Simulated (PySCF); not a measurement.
**C2H8N2Si: NMR shifts at several levels of theory**

How much do the NMR shifts of C2H8N2Si (`C/C=N/[SiH2]N`) depend on the level of theory, and what does each level cost?

Programs: PySCF 2.14.0, with density-fitted response routines of our own. Each step states its level of theory. These are calculated values for one molecule in the gas phase, unless marked as measured. Atoms are numbered from 0 throughout.

## (1) Starting geometry

13 atoms, charge 0, multiplicity 1; geometry from: PBE0-D3(BJ)/def2-SVP.

Bonds of the start (Å): C0–C1 1.49, C1–N2 1.27, N2–Si3 1.76, Si3–N4 1.72, C0–H5 1.10, C0–H6 1.10, C0–H7 1.10, C1–H8 1.12, Si3–H9 1.49, Si3–H10 1.50, N4–H11 1.01, N4–H12 1.01.

## (2) Shielding tensors: PBE0/pcSseg-2

The job: settings as JSON, then the geometry in Å.

```
{"job": {"kind": "nmr", "xc": "PBE0", "basis": "pcSseg-2", "pop": false}, "charge": 0, "multiplicity": 1}
C      2.502453     0.090375    -0.045361
C      1.093421    -0.372179     0.136313
N      0.107429     0.133773    -0.474636
Si    -1.552158    -0.414453    -0.275216
N     -2.657926     0.823945     0.190343
H      3.130784    -0.739855    -0.409721
H      2.930590     0.406103     0.920555
H      2.541539     0.923025    -0.760009
H      0.975750    -1.212831     0.862896
H     -1.983039    -0.929943    -1.605537
H     -1.610229    -1.485043     0.776615
H     -2.621566     1.183871     1.137922
H     -2.850945     1.575659    -0.463147
```

With the program's defaults for keys left out, this is: GIAO PBE0/pcSseg-2 NMR shielding, non-relativistic, gas phase.

On the command line:

```bash
$ OMP_NUM_THREADS=1 python probes_run.py task.json out
```

The driver reads the jobs from task.json and runs them one after another.

The program printed:

```text
coarse grid: 10880 points
cycle   1  E = -479.7112011299  dE =  3.005e-01  |g| = 5.901e-01  |ddm| = 2.459e+00
cycle   2  E = -479.5938224618  dE =  1.174e-01  |g| = 9.337e-01  |ddm| = 1.387e+00
cycle   3  E = -479.7845730759  dE = -1.908e-01  |g| = 1.444e-01  |ddm| = 1.023e+00
cycle   4  E = -479.7887818811  dE = -4.209e-03  |g| = 4.895e-02  |ddm| = 1.100e-01
cycle   5  E = -479.7892701382  dE = -4.883e-04  |g| = 1.303e-02  |ddm| = 3.714e-02
cycle   6  E = -479.7893052367  dE = -3.510e-05  |g| = 3.494e-03  |ddm| = 1.042e-02
cycle   7  E = -479.7893080474  dE = -2.811e-06  |g| = 5.590e-04  |ddm| = 3.741e-03
final grid: 99304 points
cycle   8  E = -479.7968058738  dE = -6.292e-05  |g| = 7.635e-03  |ddm| = 2.823e-02
cycle   9  E = -479.7967977619  dE =  8.112e-06  |g| = 9.827e-03  |ddm| = 1.254e-02
cycle  10  E = -479.7968190896  dE = -2.133e-05  |g| = 8.492e-04  |ddm| = 7.408e-03
cycle  11  E = -479.7968192013  dE = -1.117e-07  |g| = 4.843e-04  |ddm| = 7.939e-04
cycle  12  E = -479.7968192499  dE = -4.852e-08  |g| = 1.393e-04  |ddm| = 3.394e-04
cycle  13  E = -479.7968192536  dE = -3.796e-09  |g| = 4.042e-05  |ddm| = 1.197e-04
cycle  14  E = -479.7968192540  dE = -3.433e-10  |g| = 7.023e-06  |ddm| = 4.034e-05
converged SCF energy = -479.7968192540

GIAO shielding tensors (ppm)
atom      isotropic    diamagn.    paramagn.     s11        s22        s33       span
  0 C      152.201     241.974     -89.773    132.081    137.868    186.653     54.572
  1 C        0.374     253.724    -253.350    -98.829    -20.655    120.604    219.433
  2 N     -139.104     330.505    -469.608   -447.394   -188.802    218.885    666.279
  3 Si     366.373     878.224    -511.851    324.953    376.779    397.386     72.433
  4 N      237.940     322.696     -84.756    227.962    231.296    254.563     26.601
  5 H       29.156      28.130       1.025     26.970     27.281     33.216      6.246
  6 H       29.144      28.861       0.283     27.037     27.386     33.008      5.971
  7 H       29.205      29.047       0.157     26.495     28.130     32.989      6.494
  8 H       22.385      32.196      -9.812     21.051     21.865     24.238      3.187
  9 H       26.276      29.537      -3.261     23.448     24.974     30.405      6.957
 10 H       26.423      30.271      -3.848     23.624     25.288     30.356      6.732
 11 H       30.553      32.344      -1.791     24.521     26.595     40.543     16.022
 12 H       30.225      31.117      -0.891     24.102     26.036     40.538     16.435
```

Wall time 72 s (1 thread of Arm Neoverse N1, shared host); peak memory 1.2 GiB.

The references, computed at this level on geometries of the same kind, shield at (ppm): 1H TMS 31.25, 13C TMS 184.1, 29Si TMS 341.3, 15N NH3 261.7. Their shielding less the atom's gives the shift. The references are single molecules in the gas phase, so shifts against H2O, NH3, PH3, H3PO4 or CFCl3 are not on the usual liquid scales and can be off by tens of ppm. Atoms listed in one row are averaged.

```tsv
atoms	environment	σ (ppm)	δ (ppm)
C1	C=N carbon	0.4	183.8
C0	methyl carbon	152.2	31.9
H8	hydrogen on a C=N carbon	22.38	8.86
H9, H10	hydrogen on a silicon bonded to 2 N	26.35	4.90
H5, H6, H7	hydrogen on a methyl carbon	29.17	2.08
H11, H12	hydrogen on a nitrogen bonded to Si	30.39	0.86
N2	imine nitrogen	-139.1	400.8
N4	nitrogen bonded to Si, 2 H	237.9	23.7
Si3	silicon bonded to 2 N, 2 H	366.4	-25.1
```

## (3) Nuclear shieldings: mPW1PW91/pcSseg-2

Settings changed since step 2:

```diff
@@ -1,2 +1,2 @@
-{"job": {"kind": "nmr", "xc": "PBE0", "basis": "pcSseg-2", "pop": false}, "charge": 0, "multiplicity": 1}
+{"job": {"kind": "nmr", "xc": "mPW1PW91", "basis": "pcSseg-2", "pop": false}, "charge": 0, "multiplicity": 1}
 C      2.502453     0.090375    -0.045361
```

With the program's defaults for keys left out, this is: GIAO mPW1PW91/pcSseg-2 NMR shielding, non-relativistic, gas phase.

The program printed:

```text
coarse grid: 10880 points
cycle   1  E = -480.0225173674  dE =  3.017e-01  |g| = 6.020e-01  |ddm| = 2.453e+00
cycle   2  E = -479.9003363383  dE =  1.222e-01  |g| = 9.519e-01  |ddm| = 1.443e+00
cycle   3  E = -480.0987373607  dE = -1.984e-01  |g| = 1.469e-01  |ddm| = 1.084e+00
cycle   4  E = -480.1031231980  dE = -4.386e-03  |g| = 4.952e-02  |ddm| = 1.112e-01
cycle   5  E = -480.1036210110  dE = -4.978e-04  |g| = 1.329e-02  |ddm| = 3.798e-02
cycle   6  E = -480.1036578910  dE = -3.688e-05  |g| = 3.453e-03  |ddm| = 1.061e-02
cycle   7  E = -480.1036606485  dE = -2.758e-06  |g| = 5.777e-04  |ddm| = 3.772e-03
final grid: 99304 points
cycle   8  E = -480.1109910875  dE = -5.721e-05  |g| = 5.916e-03  |ddm| = 2.623e-02
cycle   9  E = -480.1109864888  dE =  4.599e-06  |g| = 7.564e-03  |ddm| = 9.731e-03
cycle  10  E = -480.1109990735  dE = -1.258e-05  |g| = 5.532e-04  |ddm| = 5.479e-03
cycle  11  E = -480.1109991121  dE = -3.861e-08  |g| = 3.816e-04  |ddm| = 5.511e-04
cycle  12  E = -480.1109991428  dE = -3.063e-08  |g| = 1.142e-04  |ddm| = 2.610e-04
cycle  13  E = -480.1109991453  dE = -2.575e-09  |g| = 3.243e-05  |ddm| = 9.595e-05
cycle  14  E = -480.1109991456  dE = -2.218e-10  |g| = 5.554e-06  |ddm| = 3.269e-05
converged SCF energy = -480.1109991456

GIAO shielding tensors (ppm)
atom      isotropic    diamagn.    paramagn.     s11        s22        s33       span
  0 C      151.596     242.385     -90.789    131.643    137.425    185.720     54.076
  1 C       -0.345     253.662    -254.007   -100.055    -21.021    120.040    220.095
  2 N     -139.623     330.249    -469.873   -448.650   -189.727    219.507    668.157
  3 Si     365.894     878.319    -512.425    324.879    376.197    396.606     71.728
  4 N      237.369     322.522     -85.153    227.649    230.682    253.778     26.129
  5 H       29.209      28.141       1.068     27.036     27.346     33.244      6.209
  6 H       29.197      28.877       0.320     27.101     27.451     33.039      5.938
  7 H       29.253      29.097       0.156     26.538     28.202     33.018      6.479
  8 H       22.460      32.230      -9.771     21.113     21.927     24.339      3.226
  9 H       26.362      29.595      -3.233     23.541     25.061     30.483      6.942
 10 H       26.504      30.354      -3.850     23.702     25.378     30.434      6.732
 11 H       30.610      32.326      -1.716     24.585     26.688     40.557     15.973
 12 H       30.283      31.102      -0.820     24.172     26.126     40.550     16.378
```

Run time: 73 s. Hardware: 1 thread of Arm Neoverse N1, shared host; peak memory 1.2 GiB.

Key values: δ C1 183.9, C0 31.9, N2 400.1, N4 23.1, H8 8.83, H9 4.86 ppm (means over like atoms).

## (4) Nuclear shieldings: WP04/pcSseg-2

Settings changed since step 3:

```diff
@@ -1,2 +1,2 @@
-{"job": {"kind": "nmr", "xc": "mPW1PW91", "basis": "pcSseg-2", "pop": false}, "charge": 0, "multiplicity": 1}
+{"job": {"kind": "nmr", "xc": "WP04", "basis": "pcSseg-2", "pop": false}, "charge": 0, "multiplicity": 1}
 C      2.502453     0.090375    -0.045361
```

Level: GIAO WP04/pcSseg-2 NMR shielding, non-relativistic, gas phase.

The program printed:

```text
coarse grid: 10880 points
cycle   1  E = -487.7644730793  dE =  3.046e-01  |g| = 9.591e-01  |ddm| = 2.396e+00
cycle   2  E = -487.3102682388  dE =  4.542e-01  |g| = 1.647e+00  |ddm| = 2.487e+00
cycle   3  E = -487.9367824766  dE = -6.265e-01  |g| = 3.202e-01  |ddm| = 2.147e+00
cycle   4  E = -487.9585168658  dE = -2.173e-02  |g| = 1.077e-01  |ddm| = 2.399e-01
cycle   5  E = -487.9608090432  dE = -2.292e-03  |g| = 3.237e-02  |ddm| = 7.007e-02
cycle   6  E = -487.9610268101  dE = -2.178e-04  |g| = 8.773e-03  |ddm| = 2.517e-02
cycle   7  E = -487.9610446836  dE = -1.787e-05  |g| = 1.584e-03  |ddm| = 9.013e-03
cycle   8  E = -487.9610452267  dE = -5.432e-07  |g| = 5.271e-04  |ddm| = 1.649e-03
final grid: 99304 points
cycle   9  E = -487.9761160107  dE = -9.411e-05  |g| = 8.281e-03  |ddm| = 3.808e-02
cycle  10  E = -487.9761011421  dE =  1.487e-05  |g| = 1.169e-02  |ddm| = 1.197e-02
cycle  11  E = -487.9761305947  dE = -2.945e-05  |g| = 1.433e-03  |ddm| = 7.467e-03
cycle  12  E = -487.9761308999  dE = -3.052e-07  |g| = 7.693e-04  |ddm| = 1.220e-03
cycle  13  E = -487.9761310138  dE = -1.138e-07  |g| = 3.162e-04  |ddm| = 5.783e-04
cycle  14  E = -487.9761310346  dE = -2.084e-08  |g| = 6.923e-05  |ddm| = 2.337e-04
cycle  15  E = -487.9761310356  dE = -1.006e-09  |g| = 1.078e-05  |ddm| = 6.304e-05
cycle  16  E = -487.9761310356  dE = -2.797e-11  |g| = 2.572e-06  |ddm| = 1.032e-05
converged SCF energy = -487.9761310356

GIAO shielding tensors (ppm)
atom      isotropic    diamagn.    paramagn.     s11        s22        s33       span
  0 C      140.510     242.026    -101.516    122.050    127.058    172.424     50.374
  1 C      -10.478     253.805    -264.283   -113.960    -25.944    108.471    222.431
  2 N     -142.327     329.694    -472.022   -448.502   -194.685    216.205    664.707
  3 Si     365.012     880.091    -515.079    330.129    373.604    391.303     61.174
  4 N      228.180     321.737     -93.557    216.148    224.661    243.731     27.582
  5 H       29.563      28.517       1.046     27.536     27.841     33.312      5.776
  6 H       29.557      29.331       0.225     27.595     27.939     33.136      5.540
  7 H       29.594      29.768      -0.174     26.968     28.746     33.069      6.100
  8 H       23.122      32.878      -9.755     21.810     22.524     25.033      3.224
  9 H       27.358      30.200      -2.841     24.604     26.026     31.444      6.840
 10 H       27.475      31.218      -3.743     24.676     26.357     31.391      6.715
 11 H       30.980      32.456      -1.476     25.123     27.418     40.400     15.277
 12 H       30.674      31.194      -0.520     24.761     26.864     40.397     15.636
```

Wall time 76 s (1 thread of Arm Neoverse N1, shared host); peak memory 1.2 GiB.

This run: δ C1 182.6, C0 31.6, N2 387.0, N4 16.5, H8 8.49, H9 4.19 ppm (means over like atoms).

## (5) Shielding tensors: B97-2/pcSseg-2

Settings changed since step 4:

```diff
@@ -1,2 +1,2 @@
-{"job": {"kind": "nmr", "xc": "WP04", "basis": "pcSseg-2", "pop": false}, "charge": 0, "multiplicity": 1}
+{"job": {"kind": "nmr", "xc": "B97-2", "basis": "pcSseg-2", "pop": false}, "charge": 0, "multiplicity": 1}
 C      2.502453     0.090375    -0.045361
```

With the program's defaults for keys left out, this is: GIAO B97-2/pcSseg-2 NMR shielding, non-relativistic, gas phase.

The program printed:

```text
coarse grid: 10880 points
cycle   1  E = -480.0014265345  dE =  2.864e-01  |g| = 6.091e-01  |ddm| = 2.464e+00
cycle   2  E = -479.8590562244  dE =  1.424e-01  |g| = 9.951e-01  |ddm| = 1.512e+00
cycle   3  E = -480.0796471458  dE = -2.206e-01  |g| = 1.583e-01  |ddm| = 1.153e+00
cycle   4  E = -480.0849305835  dE = -5.283e-03  |g| = 5.021e-02  |ddm| = 1.207e-01
cycle   5  E = -480.0854419595  dE = -5.114e-04  |g| = 1.445e-02  |ddm| = 3.912e-02
cycle   6  E = -480.0854873191  dE = -4.536e-05  |g| = 3.462e-03  |ddm| = 1.153e-02
cycle   7  E = -480.0854901570  dE = -2.838e-06  |g| = 6.190e-04  |ddm| = 4.085e-03
final grid: 99304 points
cycle   8  E = -480.0894743568  dE = -7.848e-05  |g| = 3.586e-03  |ddm| = 3.752e-02
cycle   9  E = -480.0894739842  dE =  3.726e-07  |g| = 2.929e-03  |ddm| = 3.520e-03
cycle  10  E = -480.0894754834  dE = -1.499e-06  |g| = 1.359e-03  |ddm| = 2.288e-03
cycle  11  E = -480.0894758415  dE = -3.580e-07  |g| = 4.495e-04  |ddm| = 1.029e-03
cycle  12  E = -480.0894758851  dE = -4.360e-08  |g| = 9.921e-05  |ddm| = 4.667e-04
cycle  13  E = -480.0894758869  dE = -1.784e-09  |g| = 2.651e-05  |ddm| = 8.670e-05
cycle  14  E = -480.0894758870  dE = -1.578e-10  |g| = 4.193e-06  |ddm| = 1.744e-05
converged SCF energy = -480.0894758870

GIAO shielding tensors (ppm)
atom      isotropic    diamagn.    paramagn.     s11        s22        s33       span
  0 C      151.886     242.444     -90.558    132.670    137.742    185.248     52.578
  1 C        3.462     254.417    -250.955    -94.375    -15.178    119.939    214.313
  2 N     -128.765     330.747    -459.512   -426.634   -179.379    219.717    646.350
  3 Si     374.677     878.487    -503.809    334.925    384.254    404.853     69.929
  4 N      237.744     322.418     -84.673    227.963    231.255    254.016     26.054
  5 H       29.271      28.060       1.210     27.109     27.428     33.274      6.165
  6 H       29.260      28.865       0.396     27.171     27.536     33.074      5.903
  7 H       29.330      29.198       0.132     26.653     28.296     33.041      6.389
  8 H       22.534      32.452      -9.918     21.201     22.084     24.317      3.116
  9 H       26.501      29.750      -3.249     23.675     25.206     30.622      6.948
 10 H       26.635      30.559      -3.924     23.842     25.504     30.560      6.718
 11 H       30.703      32.433      -1.730     24.705     26.807     40.599     15.894
 12 H       30.381      31.186      -0.805     24.297     26.247     40.598     16.301
```

Wall time 71 s (1 thread of Arm Neoverse N1, shared host); peak memory 1.2 GiB.

Key values: δ C1 180.0, C0 31.6, N2 388.4, N4 21.9, H8 8.83, H9 4.79 ppm (means over like atoms).

## (6) NMR shieldings: BHandHLYP/pcSseg-2

Settings changed since step 5:

```diff
@@ -1,2 +1,2 @@
-{"job": {"kind": "nmr", "xc": "B97-2", "basis": "pcSseg-2", "pop": false}, "charge": 0, "multiplicity": 1}
+{"job": {"kind": "nmr", "xc": "BHandHLYP", "basis": "pcSseg-2", "pop": false}, "charge": 0, "multiplicity": 1}
 C      2.502453     0.090375    -0.045361
```

With the program's defaults for keys left out, this is: GIAO BHandHLYP/pcSseg-2 NMR shielding, non-relativistic, gas phase.

The program printed:

```text
coarse grid: 10880 points
cycle   1  E = -479.9541774732  dE =  3.549e-01  |g| = 5.389e-01  |ddm| = 2.429e+00
cycle   2  E = -479.9348113423  dE =  1.937e-02  |g| = 6.440e-01  |ddm| = 9.002e-01
cycle   3  E = -480.0214078147  dE = -8.660e-02  |g| = 8.059e-02  |ddm| = 5.679e-01
cycle   4  E = -480.0225453036  dE = -1.137e-03  |g| = 4.516e-02  |ddm| = 6.690e-02
cycle   5  E = -480.0229795036  dE = -4.342e-04  |g| = 7.467e-03  |ddm| = 3.426e-02
cycle   6  E = -480.0229922375  dE = -1.273e-05  |g| = 2.498e-03  |ddm| = 6.590e-03
cycle   7  E = -480.0229939630  dE = -1.725e-06  |g| = 8.391e-04  |ddm| = 3.246e-03
final grid: 99304 points
cycle   8  E = -480.0318534533  dE = -2.282e-05  |g| = 2.896e-03  |ddm| = 1.861e-02
cycle   9  E = -480.0318538528  dE = -3.995e-07  |g| = 2.585e-03  |ddm| = 3.556e-03
cycle  10  E = -480.0318553075  dE = -1.455e-06  |g| = 2.518e-04  |ddm| = 1.601e-03
cycle  11  E = -480.0318553174  dE = -9.879e-09  |g| = 1.385e-04  |ddm| = 2.324e-04
cycle  12  E = -480.0318553215  dE = -4.071e-09  |g| = 3.232e-05  |ddm| = 1.218e-04
cycle  13  E = -480.0318553217  dE = -2.162e-10  |g| = 1.161e-05  |ddm| = 2.911e-05
converged SCF energy = -480.0318553217

GIAO shielding tensors (ppm)
atom      isotropic    diamagn.    paramagn.     s11        s22        s33       span
  0 C      153.027     238.351     -85.325    134.728    137.797    186.554     51.826
  1 C        0.472     252.205    -251.734   -107.463    -14.030    122.908    230.370
  2 N     -143.821     330.375    -474.196   -459.755   -197.024    225.315    685.070
  3 Si     374.998     876.537    -501.539    336.767    384.393    403.833     67.066
  4 N      238.654     321.843     -83.189    228.775    232.091    255.097     26.323
  5 H       29.383      28.334       1.049     27.149     27.447     33.552      6.403
  6 H       29.376      28.964       0.412     27.224     27.546     33.358      6.134
  7 H       29.339      28.904       0.435     26.438     28.389     33.190      6.753
  8 H       22.821      32.350      -9.529     21.409     22.110     24.945      3.536
  9 H       26.745      29.579      -2.834     23.857     25.389     30.987      7.130
 10 H       26.894      30.329      -3.435     24.015     25.761     30.904      6.889
 11 H       30.734      32.489      -1.755     24.636     26.749     40.816     16.180
 12 H       30.383      31.302      -0.919     24.218     26.169     40.761     16.543
```

It took 70 s on 1 thread of Arm Neoverse N1, shared host; peak memory 1.2 GiB.

In short: δ C1 183.8, C0 31.2, N2 403.6, N4 21.1, H8 8.63, H9 4.63 ppm (means over like atoms).

## (7) Nuclear shieldings: CAM-B3LYP/pcSseg-2

Settings changed since step 6:

```diff
@@ -1,2 +1,2 @@
-{"job": {"kind": "nmr", "xc": "BHandHLYP", "basis": "pcSseg-2", "pop": false}, "charge": 0, "multiplicity": 1}
+{"job": {"kind": "nmr", "xc": "CAM-B3LYP", "basis": "pcSseg-2", "pop": false}, "charge": 0, "multiplicity": 1}
 C      2.502453     0.090375    -0.045361
```

With the program's defaults for keys left out, this is: GIAO CAM-B3LYP/pcSseg-2 NMR shielding, non-relativistic, gas phase.

The program printed:

```text
coarse grid: 10880 points
cycle   1  E = -479.9716070017  dE =  3.465e-01  |g| = 5.973e-01  |ddm| = 2.432e+00
cycle   2  E = -479.9238544237  dE =  4.775e-02  |g| = 7.889e-01  |ddm| = 1.054e+00
cycle   3  E = -480.0506047355  dE = -1.268e-01  |g| = 8.640e-02  |ddm| = 6.624e-01
cycle   4  E = -480.0518665353  dE = -1.262e-03  |g| = 4.646e-02  |ddm| = 6.945e-02
cycle   5  E = -480.0523112527  dE = -4.447e-04  |g| = 9.356e-03  |ddm| = 3.541e-02
cycle   6  E = -480.0523296811  dE = -1.843e-05  |g| = 2.938e-03  |ddm| = 8.340e-03
cycle   7  E = -480.0523319488  dE = -2.268e-06  |g| = 8.149e-04  |ddm| = 3.626e-03
final grid: 99304 points
cycle   8  E = -480.0651842711  dE = -3.870e-05  |g| = 3.976e-03  |ddm| = 1.921e-02
cycle   9  E = -480.0651844314  dE = -1.603e-07  |g| = 3.906e-03  |ddm| = 4.807e-03
cycle  10  E = -480.0651875967  dE = -3.165e-06  |g| = 3.902e-04  |ddm| = 2.359e-03
cycle  11  E = -480.0651876188  dE = -2.212e-08  |g| = 1.976e-04  |ddm| = 3.276e-04
cycle  12  E = -480.0651876271  dE = -8.314e-09  |g| = 4.226e-05  |ddm| = 1.410e-04
cycle  13  E = -480.0651876275  dE = -3.564e-10  |g| = 1.571e-05  |ddm| = 3.827e-05
converged SCF energy = -480.0651876275

GIAO shielding tensors (ppm)
atom      isotropic    diamagn.    paramagn.     s11        s22        s33       span
  0 C      150.655     237.975     -87.320    131.026    134.710    186.231     55.205
  1 C       -3.694     251.302    -254.995   -107.087    -23.765    119.771    226.858
  2 N     -146.853     329.873    -476.726   -461.701   -197.681    218.822    680.523
  3 Si     357.260     877.119    -519.859    315.102    367.164    389.515     74.413
  4 N      237.282     321.468     -84.186    226.954    230.281    254.611     27.656
  5 H       29.254      28.604       0.650     27.088     27.409     33.265      6.177
  6 H       29.246      29.100       0.146     27.165     27.509     33.063      5.898
  7 H       29.253      28.804       0.449     26.484     28.268     33.006      6.522
  8 H       22.603      31.977      -9.374     21.326     21.945     24.539      3.213
  9 H       26.467      29.408      -2.940     23.644     25.163     30.595      6.950
 10 H       26.639      30.030      -3.391     23.823     25.541     30.554      6.731
 11 H       30.646      32.454      -1.808     24.682     26.717     40.541     15.860
 12 H       30.294      31.273      -0.979     24.243     26.144     40.494     16.251
```

Run time: 97 s. Hardware: 1 thread of Arm Neoverse N1, shared host; peak memory 1.4 GiB.

Key values: δ C1 186.2, C0 31.9, N2 408.7, N4 24.6, H8 8.73, H9 4.78 ppm (means over like atoms).

[end of part 1 of 2]
